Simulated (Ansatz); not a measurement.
# IrRu2: the cost of one run

Program: Ansatz 0.2.0. Level of theory: DFT PBE, scalar-relativistic, plane waves, PAW, unless a step names another level. These are calculated values, not measurements.

2 further runs of the same task are left out: 1 that didn't finish, 1 set aside as unsound or not needed. Runs told in other sessions of the task aren't counted.

**1. Starting point**

The structure is tetragonal, space group I4/mmm (No. 139). The conventional cell has a = 2.706 Å, b = 2.706 Å, c = 11.492 Å, α = 90.00°, β = 90.00°, γ = 90.00°. Ru (site symmetry 4mm) is surrounded by 8 Ru at 2.68 to 2.71 Å and 4 Ir at 2.72 Å. Around Ir (site symmetry 4/mmm) lie 4 Ir at 2.71 Å and 8 Ru at 2.72 Å.

As a file:

```xyz
3
Lattice="-1.3531 1.3531 5.7459 1.3531 -1.3531 5.7459 1.3531 1.3531 -5.7459" Properties=species:S:1:pos:R:3 pbc="T T T"
Ru    0.0000    0.0000    3.8080
Ru    0.0000    0.0000    7.6838
Ir    0.0000    0.0000    0.0000
```

The cell was relaxed beforehand at this level, from a generated guess; it needn't be the stable form of this composition. At a tolerance of 0.05 Å it has space group I4/mmm (No. 139); it has 14.03 Å³/atom, an uncorrected energy of +0.01 eV/atom over the elements.

**2. Bands, states and charges**

input.yaml

```yaml
crystal:
  lattice:
    - [-1.3531298, 1.3531298, 5.7458812]
    - [1.3531298, -1.3531298, 5.7458812]
    - [1.3531298, 1.3531298, -5.7458812]
  atoms:
    - { symbol: Ru, position: [0.331366, 0.331366, 0.0] }
    - { symbol: Ru, position: [0.668634, 0.668634, 0.0] }
    - { symbol: Ir, position: [0.0, 0.0, 0.0] }
basis:
  ecutwfc: 420
kpoints:
  mp_grid: { grid: [24, 24, 24] }
  band_path:
    path:
      - [[0.0, 0.0, 0.0], [0.0, 0.0, 0.5], [0.25, 0.25, 0.25], [0.0, 0.5, 0.0], [0.0, 0.0, 0.0], [0.5, 0.5, -0.5], [0.26386455, 0.73613545, -0.26386455]]
      - [[-0.26386455, 0.26386455, 0.26386455], [0.0, 0.0, 0.0]]
      - [[0.0, 0.0, 0.5], [-0.02772909, 0.02772909, 0.5]]
      - [[0.5, 0.5, -0.02772909], [0.5, 0.5, -0.5]]
    npoints: 14
hamiltonian:
  xc: pbe
scf:
  occupations: { method: gaussian, width: 0.1 }
  n_extra_bands: 7
output:
  forces: true
  stress: true
  eigenvalues: true
  populations: true
  dos: { projected: true, de: 0.02, nscf_kmesh: { grid: [29, 29, 29] } }
  bader: true
  write_density: true
  write_potential: true
  elf: true
  volumetric_format: npy
```

The run is started by

```
ansatz run input.yaml --threads 1 --pin off --max-ram 3072MiB --backend cpu --events-out ev --progress --plain --runs-dir out
```

**Question.** How long does this run take on 1 thread of Intel Xeon Platinum 8259CL at 2.50GHz (Skylake/Cascade Lake), shared host, and how much memory does it need?

About 4.5 min, with a peak of 1.8 GiB.
